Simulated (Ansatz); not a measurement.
This script drives the Python package of Ansatz (0.2.0).

Script `run_edit.py`:
```python
"""Keys set on an Input object, for EuCd."""

import warnings

import ansatz as az
from pymatgen.core import Lattice, Structure
from pymatgen.io.ase import AseAtomsAdaptor

SETTINGS = {
    "kmesh": (7, 7, 7),
    "filling": "cold",
    "smearing_width": 0.15,
}


def main() -> None:
    warnings.simplefilter("ignore", az.DeckWarning)

    pmg_structure = Structure(
        Lattice([[3.916854, 0.0, 0.0], [0.0, 3.916854, 0.0], [0.0, 0.0, 3.916854]]),
        ["Eu", "Cd"],
        [
            [0.5, 0.5, 0.5],
            [0.0, 0.0, 0.0],
        ],
    )
    xtal = az.Crystal.from_ase(AseAtomsAdaptor.get_atoms(pmg_structure)).moments(Eu=4.9)

    base = xtal.calculation()
    base = base.kpoints(mesh=SETTINGS["kmesh"])
    base = base.pseudopotentials("paw")
    base = base.occupations(SETTINGS["filling"], width=SETTINGS["smearing_width"])
    base = base.spin("collinear")
    base = base.functional(az.Functional.PBESOL)
    base = base.band_table()
    typed = base.input()
    rows = []
    for value in [4, 6, 9]:
        edited = typed.set(az.key.basis.ecutrho_ratio, value)
        report = az.Session.from_dict(edited).plan().execute().report
        rows.append((value, report["free_energy_ev"], report["n_iterations"], len(report["eigenvalues_ev"][0]) if "eigenvalues_ev" in report else 0))
    for row in rows:
        print("; ".join(f"{name} = {round(v, 4) if isinstance(v, float) else v}" for name, v in zip(["density ratio", "F eV", "iterations", "bands listed"], row)))
    print(edited.to_yaml())


if __name__ == "__main__":
    main()
```

It is started by `python run_edit.py`. How long does it take on 1 thread of Arm Neoverse V2, with other jobs on the host, and how much memory does it need?

It took about 22 s, with a peak of 0.57 GiB, for 3 runs of the engine.

Output of `python run_edit.py`:
```text
density ratio = 4; F eV = -16849.1342; iterations = 17; bands listed = 26
density ratio = 6; F eV = -16849.1342; iterations = 17; bands listed = 26
density ratio = 9; F eV = -16849.1342; iterations = 17; bands listed = 26
crystal:
  lattice:
    - [3.916854, 0.0, 0.0]
    - [0.0, 3.916854, 0.0]
    - [0.0, 0.0, 3.916854]
  atoms:
    - { symbol: Eu, position: [0.5, 0.5, 0.5] }
    - { symbol: Cd, position: [0.0, 0.0, 0.0] }
kpoints:
  mp_grid:
    grid: [7, 7, 7]
hamiltonian:
  xc: pbesol
  pseudopotentials:
    kind: paw
magnetization:
  spin_polarized: true
  per_species:
    Eu: 4.9
scf:
  occupations:
    method: cold
    width: 0.15
output:
  eigenvalues: true
basis:
  ecutrho_ratio: 9
```

Total energies depend on the potentials; only differences at equal settings carry meaning. A total without «per atom» is that of the cell as typed. Open f shells: without a Hubbard U, without spin-orbit coupling; the state reached hangs on the start and needn't be the lowest. The mesh is modest for a metal, so energies can be off by several to tens of meV an atom and pressures by half a GPa or more; differences at equal mesh fare better. The structure comes from a database of computed cells and needn't be a stable or known phase.

(Lines on the test bed's own set-up are left out of the output.)
